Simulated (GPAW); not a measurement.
Al3Pt2:

```
Pt Al
1.0
     4.20714    0.00000    0.00000
    -2.10357    3.64349    0.00000
     0.00000    0.00000    5.18896
Pt Al
2 3
Direct
  0.66667 0.33333 0.83387
  0.33333 0.66667 0.16613
  0.66667 0.33333 0.35317
  0.33333 0.66667 0.64683
  0.00000 0.00000 0.00000
```

The cell comes from a database or a generator and needn't be the stable form of this composition.

Base run:

| Property | Result |
| --- | --- |
| Program | GPAW 26.7.0 |
| Functional | PBEsol |
| Potentials or basis | PAW data sets generated in the run's folder for this functional |
| Cutoff | 600 eV |
| Basis | pw |
| k mesh | 6 × 6 × 4 |
| Occupations | fermi-dirac, width 0.05 eV |
| Spin | no spin polarisation |

Its results: pressure 0.3 GPa; largest force 0.105 eV/Å.

Task: The run is repeated on the same cell with these changes: functional from PBEsol to LDA; potentials or basis from PAW data sets generated in the run's folder for this functional to the program's PAW data sets (release 1.2.1) made for this functional. What comes out?

Result: Pressure -3.4 GPa; largest force 0.071 eV/Å.

Not every run made on this cell is shown here.
